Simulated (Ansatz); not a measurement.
# Cl₂GaH₃Si: taking an electron away

An exercise on one series of results from a longer session: the logs are not shown, and one member is left open.

Computed with Ansatz 0.2.0, Gaussian basis. Level: unrestricted cation, the program's frozen cores in correlated methods.

Plan: UKS PBE-D4/def2-TZVPP; UKS r2SCAN-D4/def2-TZVPP; UKS PBE0-D4/def2-TZVPP; UKS B3LYP-D4/def2-TZVPP; UKS wB97X-V/def2-TZVPP; UKS wB97M-V/def2-TZVPP; UKS B2PLYP/def2-TZVPP; UHF-CCSD(T)/def2-TZVPP; UHF-MP2/def2-QZVPP; extrapolation to the limit; then −ε(HOMO) from the neutral's earlier runs with LDA (SPW92), PBE-D4, revPBE-D4, BLYP-D4, r2SCAN-D4, B97M-V, PBE0-D4, B3LYP-D4, r2SCANh-D4, r2SCAN0-D4, HSE06-D4, BHLYP-D4, CAM-B3LYP-D4, LC-ωPBE, ωB97X-V, ωB97M-V.

## Structure used throughout

An earlier PBE0-D4 in a triple-zeta def2 set relaxation fixed the geometry.

SMILES `[SiH3][Ga]([Cl])[Cl]`, 7 atoms, charge 0, spin multiplicity 1.

Atoms are counted from 1 here; the program's logs count them from 0.

Bond lengths: Si1–Ga2 2.395 Å, Si1–H5 1.485 Å, Si1–H6 1.483 Å, Si1–H7 1.485 Å, Ga2–Cl3 2.143 Å, Ga2–Cl4 2.141 Å. Angles: Ga2–Si1–H5 108.3°, Ga2–Si1–H6 110.0°, Ga2–Si1–H7 108.5°, H5–Si1–H6 110.2°, H5–Si1–H7 109.6°, H6–Si1–H7 110.2°, Si1–Ga2–Cl3 122.4°, Si1–Ga2–Cl4 124.3°, Cl3–Ga2–Cl4 113.4°.

Set-up of the first run:

in.yaml

```yaml
crystal:
  periodic: [false, false, false]
  atoms:
    - {symbol: Si, position_ang: [-0.337666, 1.079928, -0.237712]}
    - {symbol: Ga, position_ang: [0.345496, -1.165362, 0.239852]}
    - {symbol: Cl, position_ang: [2.044404, -1.611095, 1.467338]}
    - {symbol: Cl, position_ang: [-0.654390, -2.911240, -0.493492]}
    - {symbol: H, position_ang: [-0.686691, 1.744400, 1.043782]}
    - {symbol: H, position_ang: [-1.510534, 1.071246, -1.145687]}
    - {symbol: H, position_ang: [0.799381, 1.792122, -0.874071]}
basis:
  gaussian: {orbitals: def2-TZVPP}
total_charge: 1
magnetization: {spin_polarized: true, initial_magnetization: 1}
hamiltonian: {xc: pbe, dispersion: d4}
```

Command:

```sh
ansatz run in.yaml --threads 2 --pin off --events-out ev --progress --plain --max-ram 22528MiB --backend cpu
```

Steps of the session up to this table: Cation, UKS PBE-D4/def2-TZVPP; Cation, UKS r2SCAN-D4/def2-TZVPP; Cation, UKS PBE0-D4/def2-TZVPP; Cation, UKS B3LYP-D4/def2-TZVPP; Cation, UKS wB97X-V/def2-TZVPP; Cation, UKS wB97M-V/def2-TZVPP; Cation, UKS B2PLYP (frozen core)/def2-TZVPP; Cation, UHF-CCSD(T)/def2-TZVPP; Cation, UHF-MP2/def2-QZVPP.

One of the session's tables, all rows but one given; the rest of the session is left out.

Orbital estimates, from the neutral's runs:

| functional | −ε(HOMO) (eV) |
| --- | --- |
| LDA (SPW92) | 7.39 |
| PBE-D4 | 7.25 |
| revPBE-D4 | 7.19 |
| BLYP-D4 | 7.08 |
| r2SCAN-D4 | 7.55 |
| B97M-V | 7.65 |
| PBE0-D4 | 8.42 |
| B3LYP-D4 | 8.19 |
| r2SCANh-D4 | 7.98 |
| r2SCAN0-D4 | 8.62 |
| HSE06-D4 | 8.03 |
| BHLYP-D4 | 9.44 |
| CAM-B3LYP-D4 | 9.67 |
| LC-ωPBE | 10.98 |
| ωB97X-V | 10.64 |
| ωB97M-V | ? |

Q: Estimate the row for ωB97M-V from the others.

**Answer.** −ε(HOMO) (eV): 10.44. In the column «−ε(HOMO) (eV)» it lies between CAM-B3LYP-D4 (9.67) and ωB97X-V (10.64).

To keep in mind: The cation may have settled in a state other than its lowest; no search over hole states beyond the program's own was made.
